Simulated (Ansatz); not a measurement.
# C2H4BNO: geometry optimisation

Aim: relax C2H4BNO at this level.

Computed with Ansatz 0.2.0. Level: RKS BHLYP-D4/def2-SVP.

## Step 1: The starting structure

9 atoms, charge 0, spin multiplicity 1.

Atoms are counted from 1 here; the program's logs count them from 0.

Bond lengths: B1–C2 1.578 Å, B1–O5 1.367 Å, B1–H6 1.210 Å, C2–N3 1.302 Å, C2–H7 1.105 Å, N3–C4 1.431 Å, C4–O5 1.440 Å, C4–H8 1.113 Å, C4–H9 1.113 Å. Angles: C2–B1–O5 104.9°, C2–B1–H6 134.1°, O5–B1–H6 120.9°, B1–C2–N3 109.1°, B1–C2–H7 132.2°, N3–C2–H7 118.7°, C2–N3–C4 108.0°, N3–C4–O5 110.5°, N3–C4–H8 110.5°, N3–C4–H9 110.4°, O5–C4–H8 108.8°, O5–C4–H9 108.8°, H8–C4–H9 107.7°, B1–O5–C4 107.5°.

Geometry (Å):

```
B    -0.1635    1.0479   -0.6383
C     1.1514    0.2293   -0.3339
N     0.8468   -0.8186    0.3762
C    -0.5670   -0.8065    0.5966
O    -1.1655    0.3426   -0.0317
H    -0.3995    2.0683   -1.2439
H     2.2093    0.3946   -0.6086
H    -1.0333   -1.7269    0.1803
H    -0.7901   -0.7770    1.6862
```

## Step 2: Relaxation

The input, input.yaml:

```yaml
crystal:
  periodic: [false, false, false]
  atoms:
    - { symbol: B, position_ang: [-0.163518, 1.047895, -0.638324] }
    - { symbol: C, position_ang: [1.151354, 0.229335, -0.333904] }
    - { symbol: "N", position_ang: [0.846817, -0.818611, 0.376217] }
    - { symbol: C, position_ang: [-0.566953, -0.806508, 0.596578] }
    - { symbol: O, position_ang: [-1.165549, 0.342563, -0.031726] }
    - { symbol: H, position_ang: [-0.399531, 2.068292, -1.243855] }
    - { symbol: H, position_ang: [2.209334, 0.394642, -0.608621] }
    - { symbol: H, position_ang: [-1.033315, -1.726895, 0.180267] }
    - { symbol: H, position_ang: [-0.790138, -0.777013, 1.686166] }
basis:
  gaussian: { orbitals: def2-SVP }
hamiltonian:
  xc: { name: BHLYP }
  dispersion: d4
output:
  forces: true
relax:
  f_tol: 0.003
  max_steps: 120
```

Command:

```
> ansatz run input.yaml --threads 1 --pin off --max-ram 2560MiB --backend cpu --events-out ev --progress --plain --runs-dir out
```

What does the calculation give? Wanted: energy gained; root mean square move; dipole moment.

The runs gave:

| quantity | value |
| --- | --- |
| energy gained | 0.0779 eV |
| root mean square move | 0.022 Å |
| dipole moment | 0.09 D |

In words: Bond lengths: B1–C2 1.575 Å, B1–O5 1.344 Å, B1–H6 1.192 Å, C2–N3 1.275 Å, C2–H7 1.089 Å, N3–C4 1.426 Å, C4–O5 1.412 Å, C4–H8 1.094 Å, C4–H9 1.094 Å. Angles: C2–B1–O5 104.4°, C2–B1–H6 133.3°, O5–B1–H6 122.3°, B1–C2–N3 108.5°, B1–C2–H7 132.1°, N3–C2–H7 119.3°, C2–N3–C4 108.9°, N3–C4–O5 109.4°, N3–C4–H8 110.3°, N3–C4–H9 110.3°, O5–C4–H8 109.3°, O5–C4–H9 109.3°, H8–C4–H9 108.3°, B1–O5–C4 108.9°. No frequencies were computed here.
